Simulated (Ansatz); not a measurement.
I need a calculation of the elastic constants of CuS, space group Fm-3m. Use the Ansatz DFT code, driven from Python. Use (first run): r2SCAN, PAW, cutoff 650 eV, 15×15×15 k-points, Fermi-Dirac smearing of 0.1 eV.

```
Cu S
1.0
     0.00000    2.43990    2.43990
     2.43990    0.00000    2.43990
     2.43990    2.43990    0.00000
Cu S
1 1
Direct
  0.00000 0.00000 0.00000
  0.50000 0.50000 0.50000
```

The script, `elastic.py`:
```python
# -*- coding: utf-8 -*-
"""Elastic constants of CuS."""

from dataclasses import replace

import ansatz as az
import numpy as np

ECUT = 650
SMEARING = "fermi_dirac"
WIDTH_EV = 0.1
XC = "r2SCAN"
MESH = (15, 15, 15)


def main():
    system = (
        az.Lattice.of([0.0, 2.439903, 2.439903], [2.439903, 0.0, 2.439903], [2.439903, 2.439903, 0.0])
        .atom("Cu", [0.0, 0.0, 0.0])
        .atom("S", [0.5, 0.5, 0.5])
    )

    base = (
        system.calculation()
        .basis(ECUT)
        .occupations(SMEARING, width=WIDTH_EV)
        .functional(XC)
        .pseudopotentials("paw")
        .kpoints(*MESH)
    )
    # relax, then strain
    rest = base.relax(cell=True).run(threads=1, pin="off").lattice
    relaxed = az.Crystal(lattice=az.Lattice.of(rest.cell_ang))
    for site in rest.sites:
        relaxed = relaxed.atom(site.symbol, site.position_frac)
    base = replace(base, crystal=relaxed)
    print("relaxed volume {:.3f} A^3".format(abs(np.linalg.det(rest.cell_ang))))
    done = base.elastic("clamped_ion", amplitude=0.005).run(threads=1, pin="off")
    elastic = done.elastic

    print(np.array2string(np.round(elastic.c_gpa, 1) + 0.0, suppress_small=True))
    print("Voigt stress of the unstrained cell (GPa, tension positive):", np.round(elastic.sigma0_gpa, 3) + 0.0)
    print("smallest eigenvalue of C:", round(elastic.stability.min_eigenvalue_gpa, 1), "GPa; tensor positive definite:", elastic.stability.min_eigenvalue_gpa > 0)
    # averaged moduli need a positive definite tensor
    if elastic.stability.min_eigenvalue_gpa > 0:
        m = elastic.moduli
        print(f"K = {m.k_hill_gpa:.1f}, G = {m.g_hill_gpa:.1f}, E = {m.youngs_gpa:.1f} GPa, Poisson ratio {m.poisson:.3f}, K/G = {m.k_hill_gpa / m.g_hill_gpa:.2f}")


if __name__ == "__main__":
    main()
```

Output of `python elastic.py`:
```text
relaxed volume 28.689 A^3
[[195.   75.1  75.1   0.    0.    0. ]
 [ 75.1 195.   75.1   0.    0.    0. ]
 [ 75.1  75.1 195.    0.    0.    0. ]
 [  0.    0.    0.   41.8   0.    0. ]
 [  0.    0.    0.    0.   41.8   0. ]
 [  0.    0.    0.    0.    0.   41.8]]
Voigt stress of the unstrained cell (GPa, tension positive): [-0.013 -0.013 -0.013  0.     0.     0.   ]
smallest eigenvalue of C: 41.8 GPa; tensor positive definite: True
K = 115.1, G = 48.3, E = 127.2 GPa, Poisson ratio 0.316, K/G = 2.38
```

Reading the output:
- Spin is left out of this run.
- A positive definite tensor excludes instabilities under uniform strain alone; phonons elsewhere in the zone can still be imaginary.
- This cell is a computed structure, which may not be the phase found in nature.
- Shear constants of a metal converge slowly with the k-point mesh and can be wrong in sign on a coarse one; the constants belong to the cell that was strained.
- Hardware and time: 4.5 min on 1 thread of Arm Neoverse V2, with other jobs on the host, peak memory 0.87 GiB.

(A comment or docstring line of the script was reworded after the run, the code is as it ran.)
